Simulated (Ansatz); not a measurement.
**C2H9AlN2: a ladder of functionals and wavefunction methods**

The task here is to estimate one member of a computed series from the others.

Computed with Ansatz 0.2.0, Gaussian basis. Level: functionals in def2-TZVPP, the program's frozen cores in correlated methods.

Plan: LDA (SPW92), PBE-D4, revPBE-D4, BLYP-D4, r2SCAN-D4, B97M-V, PBE0-D4, B3LYP-D4, r2SCANh-D4, r2SCAN0-D4, HSE06-D4, BHLYP-D4, CAM-B3LYP-D4, LC-ωPBE, ωB97X-V, ωB97M-V, B2PLYP, PBE-QIDH; CCSD(T)/def2-SVP; CCSD(T)/def2-TZVPP; MP2/def2-QZVPP; extrapolation to the limit; RPA on PBE.

### The relaxed structure

The geometry comes from an earlier relaxation with PBE0-D4 in a triple-zeta def2 set; it is a stationary point, not always the lowest conformer.

SMILES `C[N](C)[AlH][NH2]`, 14 atoms, charge 0, spin multiplicity 1.

Atoms are counted from 1 here; the program's logs count them from 0.

Bond lengths: C1–N2 1.440 Å, C1–H6 1.093 Å, C1–H7 1.100 Å, C1–H8 1.100 Å, N2–C3 1.441 Å, N2–Al4 1.775 Å, C3–H9 1.093 Å, C3–H10 1.100 Å, C3–H11 1.100 Å, Al4–N5 1.770 Å, Al4–H12 1.580 Å, N5–H13 1.006 Å, N5–H14 1.007 Å. Angles: N2–C1–H6 111.1°, N2–C1–H7 111.8°, N2–C1–H8 111.8°, H6–C1–H7 107.4°, H6–C1–H8 107.4°, H7–C1–H8 107.0°, C1–N2–C3 112.4°, C1–N2–Al4 124.9°, C3–N2–Al4 122.7°, N2–C3–H9 110.8°, N2–C3–H10 111.8°, N2–C3–H11 111.8°, H9–C3–H10 107.6°, H9–C3–H11 107.6°, H10–C3–H11 107.1°, N2–Al4–N5 120.5°, N2–Al4–H12 119.2°, N5–Al4–H12 120.3° and more.

The first run:

Input file in.yaml:

```yaml
crystal:
  periodic: [false, false, false]
  atoms:
    - {symbol: C, position_ang: [-0.208911, 1.032685, -1.053857]}
    - {symbol: N, position_ang: [-0.335756, -0.174069, -0.279092]}
    - {symbol: C, position_ang: [-1.335076, -1.065869, -0.811242]}
    - {symbol: Al, position_ang: [0.611379, -0.553364, 1.173399]}
    - {symbol: N, position_ang: [1.818335, 0.589518, 1.781834]}
    - {symbol: H, position_ang: [0.555714, 1.691429, -0.634566]}
    - {symbol: H, position_ang: [-1.151545, 1.599493, -1.084984]}
    - {symbol: H, position_ang: [0.074170, 0.820714, -2.095816]}
    - {symbol: H, position_ang: [-1.407107, -1.973075, -0.205413]}
    - {symbol: H, position_ang: [-1.101659, -1.371693, -1.842114]}
    - {symbol: H, position_ang: [-2.331072, -0.598557, -0.830574]}
    - {symbol: H, position_ang: [0.366016, -1.924888, 1.918688]}
    - {symbol: H, position_ang: [2.054818, 1.486658, 1.392560]}
    - {symbol: H, position_ang: [2.377795, 0.411820, 2.599877]}
basis:
  gaussian: {orbitals: def2-TZVPP}
hamiltonian: {xc: lda}
output: {orbitals: {seedname: orbitals}}
```

Launch:

```sh
$ ansatz run in.yaml --threads 4 --pin off --events-out ev --progress --plain --max-ram 10444MiB
```

Among the steps run: LDA; PBE-D4 (GGA); revPBE-D4 (GGA); BLYP-D4 (GGA); r2SCAN-D4 (meta-GGA); B97M-V (meta-GGA); B3LYP-D4 (hybrid); r2SCANh-D4 (hybrid); r2SCAN0-D4 (hybrid); HSE06-D4 (hybrid); BHLYP-D4 (hybrid); CAM-B3LYP-D4 (range-separated); LC-ωPBE (range-separated); ωB97X-V (range-separated); ωB97M-V (range-separated); B2PLYP (double hybrid); PBE-QIDH (double hybrid).

One of the session's tables, all rows but one given; the rest of the session is left out.

It belongs to the step «Orbital energies across the functionals». 

```
  functional  HOMO (eV)  LUMO (eV)  gap (eV)
 LDA (SPW92)      -4.98      -0.65      4.33
      PBE-D4      -4.86      -0.45      4.41
   revPBE-D4      -4.81      -0.36      4.45
     BLYP-D4      -4.75      -0.34      4.40
   r2SCAN-D4      -5.08      -0.09      4.99
      B97M-V      -5.21      -0.33      4.89
     PBE0-D4      -6.12       0.30      6.42
    B3LYP-D4      -5.91       0.09      6.00
  r2SCANh-D4      -5.56       0.16      5.72
  r2SCAN0-D4      -6.28       0.52      6.80
    HSE06-D4      -5.72      -0.07      5.65
    BHLYP-D4      -7.33       1.02      8.35
CAM-B3LYP-D4      -7.49       1.19      8.67
     LC-ωPBE          ?          ?         ?
     ωB97X-V      -8.49       2.13     10.62
     ωB97M-V      -8.41       1.82     10.23
```

**Question.** Estimate the row for LC-ωPBE.

**Answer.** HOMO (eV): -8.82; LUMO (eV): 2.26; gap (eV): 11.09. In the column «HOMO (eV)» it is the lowest.
